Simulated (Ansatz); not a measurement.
# CH10N2OSi2: the cost of one run

Program: Ansatz 0.2.0, Gaussian basis. Level of theory: RKS PBE-D4/def2-SVP. These are calculated values, not measurements.

Plan: relaxation at PBE-D4/def2-SVP; relaxation at PBE0-D4/def2-TZVP.

1 further run of the same task is left out (set aside as unsound or not needed).

### Step 1. Starting geometry

16 atoms, charge 0, spin multiplicity 1.

Atoms are counted from 1 here; the program's logs count them from 0.

Bond lengths: C1–Si2 1.820 Å, C1–H7 1.121 Å, C1–H8 1.124 Å, C1–H9 1.082 Å, Si2–N3 1.727 Å, Si2–Si4 2.385 Å, Si2–H10 1.487 Å, N3–H11 1.049 Å, N3–H12 1.003 Å, Si4–N5 1.706 Å, Si4–O6 1.725 Å, Si4–H13 1.423 Å, N5–H14 1.012 Å, N5–H15 1.013 Å, O6–H16 0.951 Å. Angles: Si2–C1–H7 112.1°, Si2–C1–H8 110.1°, Si2–C1–H9 116.9°, H7–C1–H8 102.6°, H7–C1–H9 107.3°, H8–C1–H9 106.6°, C1–Si2–N3 111.2°, C1–Si2–Si4 111.0°, C1–Si2–H10 108.6°, N3–Si2–Si4 111.2°, N3–Si2–H10 106.3°, Si4–Si2–H10 108.3°, Si2–N3–H11 107.2°, Si2–N3–H12 107.1°, H11–N3–H12 105.0°, Si2–Si4–N5 111.9°, Si2–Si4–O6 108.2°, Si2–Si4–H13 117.4° and more.

Geometry (Å):

```
C    -0.0627    0.3685    2.3142
Si    0.3799   -0.4922    0.7725
N    -0.5653   -1.9219    0.5616
Si    0.1779    0.9612   -1.1077
N     0.4572    0.1417   -2.5776
O    -1.4913    1.3461   -1.3126
H     0.5250    1.3127    2.4548
H    -1.1207    0.7446    2.2574
H     0.0154   -0.1986    3.2320
H     1.7952   -0.9392    0.8687
H    -0.2551   -2.6102    1.2902
H    -0.2917   -2.3291   -0.3135
H     0.8935    2.1901   -1.0661
H     0.1326    0.7640   -3.3069
H     1.4622    0.0432   -2.6575
H    -2.0750    0.5965   -1.3650
```

The start is a force-field geometry with small random shifts, so a cheaper pass at PBE-D4/def2-SVP comes first.

### Step 2. Relaxation at PBE-D4/def2-SVP (cheap first pass)

Input file in.yaml:

```yaml
crystal:
  periodic: [false, false, false]
  atoms:
    - {symbol: C, position_ang: [-0.062700, 0.368500, 2.314200]}
    - {symbol: Si, position_ang: [0.379900, -0.492200, 0.772500]}
    - {symbol: N, position_ang: [-0.565300, -1.921900, 0.561600]}
    - {symbol: Si, position_ang: [0.177900, 0.961200, -1.107700]}
    - {symbol: N, position_ang: [0.457200, 0.141700, -2.577600]}
    - {symbol: O, position_ang: [-1.491300, 1.346100, -1.312600]}
    - {symbol: H, position_ang: [0.525000, 1.312700, 2.454800]}
    - {symbol: H, position_ang: [-1.120700, 0.744600, 2.257400]}
    - {symbol: H, position_ang: [0.015400, -0.198600, 3.232000]}
    - {symbol: H, position_ang: [1.795200, -0.939200, 0.868700]}
    - {symbol: H, position_ang: [-0.255100, -2.610200, 1.290200]}
    - {symbol: H, position_ang: [-0.291700, -2.329100, -0.313500]}
    - {symbol: H, position_ang: [0.893500, 2.190100, -1.066100]}
    - {symbol: H, position_ang: [0.132600, 0.764000, -3.306900]}
    - {symbol: H, position_ang: [1.462200, 0.043200, -2.657500]}
    - {symbol: H, position_ang: [-2.075000, 0.596500, -1.365000]}
basis:
  gaussian: {orbitals: def2-SVP}
hamiltonian: {xc: pbe, dispersion: d4}
relax: {f_tol: 0.03, max_steps: 200}
```

Command:

```
ansatz run in.yaml --threads 2 --pin off --events-out ev --progress --plain --max-ram 32768MiB --backend cpu
```

Q: Estimate wall time and peak memory on 2 threads of AMD EPYC 7R13, shared host.

About 2.2 min, with a peak of 0.66 GiB.
